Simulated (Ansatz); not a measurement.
# CH8AlNOSi: the cost of one run

Program: Ansatz 0.2.0. Level of theory: RKS B3LYP-D4/def2-SVP. These are calculated values, not measurements.

**1. The starting structure**

Bond lengths: N1–C2 1.403 Å, C2–Al3 2.001 Å, Al3–O4 1.862 Å, Al3–Si5 2.347 Å, N1–H6 1.060 Å, N1–H7 1.021 Å, C2–H8 1.101 Å, C2–H9 1.154 Å, O4–H10 1.037 Å, Si5–H11 1.452 Å, Si5–H12 1.489 Å, Si5–H13 1.501 Å. Angles (14 of 19 angles, heavy atoms first): N1–C2–Al3 110.9°, C2–Al3–O4 120.4°, C2–Al3–Si5 120.3°, O4–Al3–Si5 119.2°, N1–C2–H8 111.6°, N1–C2–H9 108.2°, Al3–C2–H8 108.3°, Al3–C2–H9 109.1°, C2–N1–H6 110.7°, C2–N1–H7 111.2°, Al3–O4–H10 98.1°, Al3–Si5–H11 109.6°, Al3–Si5–H12 110.7°, Al3–Si5–H13 109.9°.

Coordinates:

```xyz
13

N    -1.3130   -1.0220    1.2685
C     0.0403   -1.2204    0.9555
Al    0.5757   -0.1157   -0.6245
O     1.3319   -0.9214   -2.1235
Si    0.4180    2.2242   -0.5416
H    -1.9353   -1.3913    0.4936
H    -1.5653   -1.4977    2.1362
H     0.2522   -2.2766    0.7275
H     0.6722   -0.9043    1.8681
H     0.4572   -1.0952   -2.6520
H    -0.4924    2.6882   -1.5737
H     1.7626    2.8465   -0.6852
H    -0.1836    2.6510    0.7659
```

**2. End point A**

input.yaml reads:

```yaml
crystal:
  periodic: [false, false, false]
  atoms:
    - { symbol: "N", position_ang: [-1.313, -1.022, 1.2685] }
    - { symbol: C, position_ang: [0.0403, -1.2204, 0.9555] }
    - { symbol: Al, position_ang: [0.5757, -0.1157, -0.6245] }
    - { symbol: O, position_ang: [1.3319, -0.9214, -2.1235] }
    - { symbol: Si, position_ang: [0.418, 2.2242, -0.5416] }
    - { symbol: H, position_ang: [-1.9353, -1.3913, 0.4936] }
    - { symbol: H, position_ang: [-1.5653, -1.4977, 2.1362] }
    - { symbol: H, position_ang: [0.2522, -2.2766, 0.7275] }
    - { symbol: H, position_ang: [0.6722, -0.9043, 1.8681] }
    - { symbol: H, position_ang: [0.4572, -1.0952, -2.652] }
    - { symbol: H, position_ang: [-0.4924, 2.6882, -1.5737] }
    - { symbol: H, position_ang: [1.7626, 2.8465, -0.6852] }
    - { symbol: H, position_ang: [-0.1836, 2.651, 0.7659] }
basis:
  gaussian: { orbitals: def2-SVP }
hamiltonian:
  xc: b3lyp
  dispersion: d4
relax:
  f_tol: 0.015
  max_steps: 40
```

Run with:

```sh
$ ansatz run input.yaml --threads 2 --pin off --max-ram 3072MiB --backend cpu --events-out ev --progress --plain --runs-dir out
```

What time and memory should one allow on 2 threads of AMD EPYC 9B45 (Zen 5), shared host?

About 35 s, with a peak of 0.29 GiB.
